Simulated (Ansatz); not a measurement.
**CH₅AlClN: small, medium and large basis sets**

Aim: see how fast density functionals converge with the basis set for CH₅AlClN.

Method: one geometry, several basis sets; program: Ansatz 0.2.0, Gaussian basis.

Levels to be run: PBE0-D4/def2-SVP; ωB97M-V/def2-SVP; PBE0-D4/def2-QZVPP; ωB97M-V/def2-QZVPP; the functionals' def2-TZVPP values are taken from earlier runs.

## Step 1: Structure used throughout

All runs share one geometry, relaxed beforehand with PBE0-D4 in a triple-zeta def2 set.

9 atoms, charge 0, spin multiplicity 1.

Atoms are counted from 1 here; the program's logs count them from 0.

Bond lengths: N1–C2 1.531 Å, N1–Al3 1.985 Å, N1–H5 1.011 Å, N1–H6 1.011 Å, C2–Al3 1.936 Å, C2–H7 1.087 Å, C2–H8 1.087 Å, Al3–Cl4 2.121 Å, Al3–H9 1.576 Å. Angles: C2–N1–Al3 65.3°, C2–N1–H5 114.3°, C2–N1–H6 113.3°, Al3–N1–H5 126.2°, Al3–N1–H6 120.0°, H5–N1–H6 109.2°, N1–C2–Al3 68.7°, N1–C2–H7 110.8°, N1–C2–H8 110.2°, Al3–C2–H7 124.2°, Al3–C2–H8 122.1°, H7–C2–H8 110.5°, N1–Al3–C2 45.9°, N1–Al3–Cl4 109.0°, N1–Al3–H9 114.8°, C2–Al3–Cl4 116.9°, C2–Al3–H9 123.2°, Cl4–Al3–H9 119.7°.

## Step 2: PBE0-D4 in def2-SVP

in.yaml reads:

```yaml
crystal:
  periodic: [false, false, false]
  atoms:
    - {symbol: N, position_ang: [-0.260172, 0.870775, -0.184481]}
    - {symbol: C, position_ang: [0.472421, -0.298668, -0.847589]}
    - {symbol: Al, position_ang: [0.091748, -0.673049, 1.013030]}
    - {symbol: Cl, position_ang: [-1.743196, -1.648147, 1.439958]}
    - {symbol: H, position_ang: [0.249863, 1.743105, -0.198123]}
    - {symbol: H, position_ang: [-1.188794, 1.022337, -0.554682]}
    - {symbol: H, position_ang: [-0.103929, -0.693285, -1.679897]}
    - {symbol: H, position_ang: [1.456888, 0.018024, -1.183260]}
    - {symbol: H, position_ang: [1.113670, -0.387392, 2.178044]}
basis:
  gaussian: {orbitals: def2-SVP}
hamiltonian: {xc: pbe0, dispersion: d4}
output: {orbitals: {seedname: orbitals}}
```

Started as:

```bash
$ ansatz run in.yaml --threads 2 --pin off --events-out ev --progress --plain --max-ram 4352MiB
```

Log:

```text
Functional definition: PBE0
  name "PBE0"
  cite "Adamo & Barone, J. Chem. Phys. 110, 6158 (1999) doi:10.1063/1.478522"
  cite "Perdew, Burke & Ernzerhof, Phys. Rev. Lett. 77, 3865 (1996) doi:10.1103/PhysRevLett.77.3865"
  parent pbe
  parameter a = 0.25
  parameter kappa = 0.804
  parameter beta = 0.06672455060314922
  exchange = (1 - a)*pbe_x(kappa = kappa, mu = beta*pi^2/3) + a*exact_x
  correlation = pbe_c(beta = beta)
866 factors; integrals over basis functions are off by at most 1.3e-3 eV
mean field evaluation 1: about -21706.4952 eV, gradient 4.7e1 eV
mean field evaluation 2: about -21702.9047 eV, gradient 6.0e1 eV
mean field evaluation 4: about -21711.6008 eV, gradient 2.1e0 eV
mean field evaluation 8: about -21711.7812 eV, gradient 3.2e-1 eV
mean field evaluation 16: about -21711.7815 eV, gradient 2.2e-5 eV
mean field -21711.78147606 eV, -797.8932524713 hartree, gradient 2.2e-5 eV, S^2 0.000000; 0 other end points of the search recorded, 0 dependent functions left out
reference -21711.78150397 eV, -797.8932534968 hartree; 24, 24 occupied and 65, 65 virtual orbitals, 866 factors
Total energy: -21711.93340392 eV, -797.8988357169 hartree
```

Wall time 1.2 s (2 threads of Arm Neoverse V2, shared host).

## Step 3: ωB97M-V in def2-SVP

in.yaml, as its differences from that of step 2:

```diff
@@ -14,3 +14,3 @@
   gaussian: {orbitals: def2-SVP}
-hamiltonian: {xc: pbe0, dispersion: d4}
+hamiltonian: {xc: {name: wB97M-V}}
 output: {orbitals: {seedname: orbitals}}
```

The command is unchanged.

Log, cut to the lines that bear on the results:

```text
Functional definition: wB97M-V
  name "wB97M-V"
  cite "Mardirossian & Head-Gordon, J. Chem. Phys. 144, 214110 (2016) doi:10.1063/1.4952647"
  cite "Becke, J. Chem. Phys. 107, 8554 (1997) doi:10.1063/1.475007"
  cite "Vydrov & Van Voorhis, J. Chem. Phys. 133, 244103 (2010) doi:10.1063/1.3521275"
  # Of w^i u^j: cxij and so on, Table III.
[...]
  gx(w, u) = 1 - cx + cx01*u + cx10*w
  gss(w, u) = css00 + css04*u^4 + css10*w + css20*w^2 + css43*w^4*u^3
  gos(w, u) = cos00 + cos10*w + (cos20 + cos21*u)*w^2 + (cos60 + cos61*u)*w^6
[...]
      + integral(e_c_pw_mod_opposite_spin*gos(b97_w_opposite, b97_u_opposite)) + vv10(b, c)
866 factors; integrals over basis functions are off by at most 1.3e-3 eV
256 factors; integrals over basis functions are off by at most 8.9e-6 eV
[...]
mean field -21719.73821602 eV, -798.1856572713 hartree, gradient 3.2e-5 eV, S^2 0.000000; 0 other end points of the search recorded, 0 dependent functions left out
reference -21719.73825946 eV, -798.1856588679 hartree; 24, 24 occupied and 65, 65 virtual orbitals, 866 factors
Total energy: -21719.73825946 eV, -798.1856588679 hartree
```

Wall time 6 s (2 threads of Arm Neoverse V2, shared host); peak memory 0.25 GiB.

## Step 4: PBE0-D4 in def2-QZVPP

in.yaml, as its differences from that of step 3:

```diff
@@ -13,4 +13,4 @@
 basis:
-  gaussian: {orbitals: def2-SVP}
-hamiltonian: {xc: {name: wB97M-V}}
+  gaussian: {orbitals: "def2-QZVPP.json"}
+hamiltonian: {xc: pbe0, dispersion: d4}
 output: {orbitals: {seedname: orbitals}}
```

Launched as before.

Log:

```text
Functional definition: PBE0
  name "PBE0"
  cite "Adamo & Barone, J. Chem. Phys. 110, 6158 (1999) doi:10.1063/1.478522"
  cite "Perdew, Burke & Ernzerhof, Phys. Rev. Lett. 77, 3865 (1996) doi:10.1103/PhysRevLett.77.3865"
  parent pbe
  parameter a = 0.25
  parameter kappa = 0.804
  parameter beta = 0.06672455060314922
  exchange = (1 - a)*pbe_x(kappa = kappa, mu = beta*pi^2/3) + a*exact_x
  correlation = pbe_c(beta = beta)
1435 factors; their error is unknown
mean field evaluation 1: about -21714.0639 eV, gradient 6.2e1 eV
mean field evaluation 2: about -21705.5641 eV, gradient 8.4e1 eV
mean field evaluation 4: about -21722.0879 eV, gradient 3.8e0 eV
mean field evaluation 8: about -21722.1322 eV, gradient 3.4e-1 eV
mean field evaluation 16: about -21722.1323 eV, gradient 2.8e-5 eV
mean field -21722.13227740 eV, -798.2736374044 hartree, gradient 2.8e-5 eV, S^2 0.000000; 0 other end points of the search recorded, 0 dependent functions left out
reference -21722.13231639 eV, -798.2736388371 hartree; 24, 24 occupied and 380, 380 virtual orbitals, 1435 factors
Total energy: -21722.28421633 eV, -798.2792210572 hartree
```

Run time: 8.5 s. Hardware: 2 threads of Arm Neoverse V2, shared host; peak memory 1.1 GiB.

## Step 5: ωB97M-V in def2-QZVPP

in.yaml, as its differences from that of step 4:

```diff
@@ -14,3 +14,3 @@
   gaussian: {orbitals: "def2-QZVPP.json"}
-hamiltonian: {xc: pbe0, dispersion: d4}
+hamiltonian: {xc: {name: wB97M-V}}
 output: {orbitals: {seedname: orbitals}}
```

The command is unchanged.

Log, cut to the lines that bear on the results:

```text
Functional definition: wB97M-V
  name "wB97M-V"
  cite "Mardirossian & Head-Gordon, J. Chem. Phys. 144, 214110 (2016) doi:10.1063/1.4952647"
  cite "Becke, J. Chem. Phys. 107, 8554 (1997) doi:10.1063/1.475007"
  cite "Vydrov & Van Voorhis, J. Chem. Phys. 133, 244103 (2010) doi:10.1063/1.3521275"
  # Of w^i u^j: cxij and so on, Table III.
[...]
  gx(w, u) = 1 - cx + cx01*u + cx10*w
  gss(w, u) = css00 + css04*u^4 + css10*w + css20*w^2 + css43*w^4*u^3
  gos(w, u) = cos00 + cos10*w + (cos20 + cos21*u)*w^2 + (cos60 + cos61*u)*w^6
[...]
      + integral(e_c_pw_mod_opposite_spin*gos(b97_w_opposite, b97_u_opposite)) + vv10(b, c)
1376 factors; their error is unknown
337 factors; integrals over basis functions are off by at most 2.2e-5 eV
[...]
mean field -21730.13639672 eV, -798.5677833641 hartree, gradient 2.2e-5 eV, S^2 0.000000; 0 other end points of the search recorded, 0 dependent functions left out
reference -21730.13645933 eV, -798.5677856650 hartree; 24, 24 occupied and 380, 380 virtual orbitals, 1376 factors
Total energy: -21730.13645933 eV, -798.5677856650 hartree
```

It took 20 s on 2 threads of Arm Neoverse V2, shared host; peak memory 1.4 GiB.

## Step 6: Functionals by basis

The def2-TZVPP values come from earlier runs at the same geometry.

| functional | basis | functions | energy (eV) | from the largest (eV) | HOMO (eV) | LUMO (eV) |
| --- | --- | --- | --- | --- | --- | --- |
| PBE0-D4 | def2-SVP | 89 | -21711.9334 | 10.351 | -7.01 | 0.58 |
| PBE0-D4 | def2-TZVPP | 216 | -21721.5533 | 0.731 | -7.10 | 0.11 |
| PBE0-D4 | def2-QZVPP | 404 | -21722.2842 | 0.000 | -7.12 | -0.19 |
| ωB97M-V | def2-SVP | 89 | -21719.7383 | 10.398 | -9.24 | 2.23 |
| ωB97M-V | def2-TZVPP | 216 | -21729.4369 | 0.700 | -9.35 | 1.56 |
| ωB97M-V | def2-QZVPP | 404 | -21730.1365 | 0.000 | -9.38 | 0.92 |

## Step 7: Outcome

| quantity | value |
| --- | --- |
| PBE0-D4: double and triple zeta above quadruple | 10.35, 0.73 eV |
| ωB97M-V: double and triple zeta above quadruple | 10.40, 0.70 eV |

**Reading.** PBE0-D4 gains 9.62 eV from double to triple zeta, then 0.73 eV more. Total energies overstate the basis error of differences, where much of it tends to cancel. The LUMO of ωB97M-V is positive and keeps falling with the basis (2.23 to 0.92 eV): an unbound level that the basis holds in place.

For PBE0-D4 the largest set took about 7 times as long as the smallest (8.5 s against 1.2 s).
